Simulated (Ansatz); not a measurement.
# GeH₂Br₂: ionisation energy by level of theory

An exercise on one series of results from a longer session: the logs are not shown, and one member is left open.

Method: unrestricted cation, the program's frozen cores in correlated methods; program: Ansatz 0.2.0, Gaussian basis.

The runs, in order: UKS PBE-D4/def2-TZVPP; UKS r2SCAN-D4/def2-TZVPP; UKS PBE0-D4/def2-TZVPP; UKS B3LYP-D4/def2-TZVPP; UKS wB97X-V/def2-TZVPP; UKS wB97M-V/def2-TZVPP; then −ε(HOMO) from the neutral's earlier runs with LDA (SPW92), PBE-D4, revPBE-D4, BLYP-D4, r2SCAN-D4, B97M-V, PBE0-D4, B3LYP-D4, r2SCANh-D4, r2SCAN0-D4, HSE06-D4, BHLYP-D4, CAM-B3LYP-D4, LC-ωPBE, ωB97X-V, ωB97M-V.

## The geometry

All runs share one geometry, relaxed beforehand with PBE0-D4 in a triple-zeta def2 set.

SMILES `[Br][GeH2][Br]`, 5 atoms, charge 0, spin multiplicity 1.

Atoms are counted from 1 here; the program's logs count them from 0.

Bond lengths: Br1–Ge2 2.295 Å, Ge2–Br3 2.295 Å, Ge2–H4 1.529 Å, Ge2–H5 1.529 Å. Angles: Br1–Ge2–Br3 109.1°, Br1–Ge2–H4 108.1°, Br1–Ge2–H5 108.1°, Br3–Ge2–H4 108.1°, Br3–Ge2–H5 108.1°, H4–Ge2–H5 115.1°.

Coordinates:

```xyz
5
Br2GeH2
Br   -0.83285    0.41749    1.95869
Ge   -0.10129    0.00779   -0.17773
Br    2.08200   -0.69569   -0.10287
H    -0.15142    1.32190   -0.95818
H    -0.94663   -1.12509   -0.76122
```

The first run:

Input file in.yaml:

```yaml
crystal:
  periodic: [false, false, false]
  atoms:
    - {symbol: Br, position_ang: [-0.832853, 0.417492, 1.958691]}
    - {symbol: Ge, position_ang: [-0.101294, 0.007794, -0.177726]}
    - {symbol: Br, position_ang: [2.082003, -0.695694, -0.102870]}
    - {symbol: H, position_ang: [-0.151423, 1.321903, -0.958176]}
    - {symbol: H, position_ang: [-0.946633, -1.125094, -0.761218]}
basis:
  gaussian: {orbitals: def2-TZVPP}
total_charge: 1
magnetization: {spin_polarized: true, initial_magnetization: 1}
hamiltonian: {xc: pbe, dispersion: d4}
```

The run is started by

```sh
$ ansatz run in.yaml --threads 2 --pin off --events-out ev --progress --plain --max-ram 32768MiB --backend cpu
```

Among the steps run: Cation, UKS PBE-D4/def2-TZVPP; Cation, UKS r2SCAN-D4/def2-TZVPP; Cation, UKS PBE0-D4/def2-TZVPP; Cation, UKS B3LYP-D4/def2-TZVPP; Cation, UKS wB97X-V/def2-TZVPP; Cation, UKS wB97M-V/def2-TZVPP.

One table of the session follows, with a row left open; its other results are not shown here.

It belongs to the step «Ionisation energies side by side». Orbital estimates, from the neutral's runs:

| functional | −ε(HOMO) (eV) |
| --- | --- |
| LDA (SPW92) | 7.35 |
| PBE-D4 | 7.23 |
| revPBE-D4 | ? |
| BLYP-D4 | 7.06 |
| r2SCAN-D4 | 7.58 |
| B97M-V | 7.67 |
| PBE0-D4 | 8.52 |
| B3LYP-D4 | 8.24 |
| r2SCANh-D4 | 8.04 |
| r2SCAN0-D4 | 8.74 |
| HSE06-D4 | 8.12 |
| BHLYP-D4 | 9.61 |
| CAM-B3LYP-D4 | 9.80 |
| LC-ωPBE | 11.20 |
| ωB97X-V | 10.84 |
| ωB97M-V | 10.69 |

**Question.** Estimate the row for revPBE-D4.

**Answer.** −ε(HOMO) (eV): 7.19. In the column «−ε(HOMO) (eV)» it lies between BLYP-D4 (7.06) and PBE-D4 (7.23).
